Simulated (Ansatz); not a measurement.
**C4H10Cd: basis-set convergence**

One table from this session's results is given with a row withheld; the runs are named, their logs left out.

Computed with Ansatz 0.2.0, Gaussian basis. Level: one geometry, several basis sets.

The runs, in order: PBE0-D4/def2-SVP; ωB97M-V/def2-SVP; PBE0-D4/def2-QZVPP; ωB97M-V/def2-QZVPP; the functionals' def2-TZVPP values are taken from earlier runs.

**Structure used throughout**

All runs share one geometry, relaxed beforehand with PBE0-D4 in a triple-zeta def2 set. Cd takes the def2 core potential; no spin-orbit term is included.

SMILES `[CH3][Cd][CH](C)C`, 15 atoms, charge 0, spin multiplicity 1.

Atoms are counted from 1 here; the program's logs count them from 0.

Bond lengths: C1–Cd2 2.119 Å, C1–H6 1.092 Å, C1–H7 1.092 Å, C1–H8 1.092 Å, Cd2–C3 2.144 Å, C3–C4 1.524 Å, C3–C5 1.524 Å, C3–H9 1.097 Å, C4–H10 1.095 Å, C4–H11 1.099 Å, C4–H12 1.094 Å, C5–H13 1.095 Å, C5–H14 1.099 Å, C5–H15 1.094 Å. Angles: Cd2–C1–H6 110.6°, Cd2–C1–H7 110.6°, Cd2–C1–H8 110.5°, H6–C1–H7 108.4°, H6–C1–H8 108.4°, H7–C1–H8 108.4°, C1–Cd2–C3 180.0°, Cd2–C3–C4 112.2°, Cd2–C3–C5 112.2°, Cd2–C3–H9 105.0°, C4–C3–C5 110.9°, C4–C3–H9 108.1°, C5–C3–H9 108.1°, C3–C4–H10 111.9°, C3–C4–H11 111.0°, C3–C4–H12 112.6°, H10–C4–H11 106.6°, H10–C4–H12 107.3° and more.

Coordinates:

| atom | x (Å) | y (Å) | z (Å) |
| --- | --- | --- | --- |
| C1 | -2.1721 | 1.2375 | 2.1777 |
| Cd2 | -0.9270 | 0.5007 | 0.6295 |
| C3 | 0.3320 | -0.2442 | -0.9377 |
| C4 | 0.5719 | -1.7443 | -0.8196 |
| C5 | 1.6516 | 0.5125 | -1.0248 |
| H6 | -2.5361 | 0.4176 | 2.8003 |
| H7 | -1.6221 | 1.9343 | 2.8136 |
| H8 | -3.0344 | 1.7608 | 1.7593 |
| H9 | -0.2274 | -0.0607 | -1.8629 |
| H10 | 1.1051 | -2.0013 | 0.1014 |
| H11 | 1.1890 | -2.1117 | -1.6520 |
| H12 | -0.3579 | -2.3198 | -0.8284 |
| H13 | 2.2511 | 0.3938 | -0.1164 |
| H14 | 2.2660 | 0.1396 | -1.8568 |
| H15 | 1.5104 | 1.5853 | -1.1833 |

Set-up of the first run:

The input, in.yaml:

```yaml
crystal:
  periodic: [false, false, false]
  atoms:
    - {symbol: C, position_ang: [-2.172094, 1.237514, 2.177692]}
    - {symbol: Cd, position_ang: [-0.927015, 0.500689, 0.629458]}
    - {symbol: C, position_ang: [0.332011, -0.244244, -0.937725]}
    - {symbol: C, position_ang: [0.571883, -1.744295, -0.819620]}
    - {symbol: C, position_ang: [1.651623, 0.512519, -1.024787]}
    - {symbol: H, position_ang: [-2.536101, 0.417557, 2.800320]}
    - {symbol: H, position_ang: [-1.622104, 1.934336, 2.813648]}
    - {symbol: H, position_ang: [-3.034428, 1.760834, 1.759262]}
    - {symbol: H, position_ang: [-0.227356, -0.060722, -1.862870]}
    - {symbol: H, position_ang: [1.105065, -2.001283, 0.101435]}
    - {symbol: H, position_ang: [1.188967, -2.111732, -1.652032]}
    - {symbol: H, position_ang: [-0.357913, -2.319817, -0.828388]}
    - {symbol: H, position_ang: [2.251086, 0.393840, -0.116365]}
    - {symbol: H, position_ang: [2.265976, 0.139565, -1.856766]}
    - {symbol: H, position_ang: [1.510409, 1.585259, -1.183261]}
basis:
  gaussian: {orbitals: def2-SVP}
hamiltonian: {xc: pbe0, dispersion: d4}
output: {orbitals: {seedname: orbitals}}
```

On the command line:

```bash
$ ansatz run in.yaml --threads 2 --pin off --events-out ev --progress --plain --max-ram 22528MiB --backend cpu
```

Steps of the session up to this table: PBE0-D4 in def2-SVP; ωB97M-V in def2-SVP; PBE0-D4 in def2-QZVPP; ωB97M-V in def2-QZVPP.

One table of the session follows, with a row left open; its other results are not shown here.

It belongs to the step «Functionals by basis». 

| functional | basis | HOMO (eV) | LUMO (eV) |
| --- | --- | --- | --- |
| PBE0-D4 | def2-SVP | ? | ? |
| PBE0-D4 | def2-TZVPP | -6.24 | -0.13 |
| PBE0-D4 | def2-QZVPP | -6.25 | -0.27 |
| ωB97M-V | def2-SVP | -8.29 | 1.20 |
| ωB97M-V | def2-TZVPP | -8.34 | 1.14 |
| ωB97M-V | def2-QZVPP | -8.35 | 0.74 |

Q: Estimate the row for PBE0-D4, def2-SVP from the others.

**Answer.** HOMO (eV): -6.20; LUMO (eV): -0.08. In the column «HOMO (eV)» it is the highest.
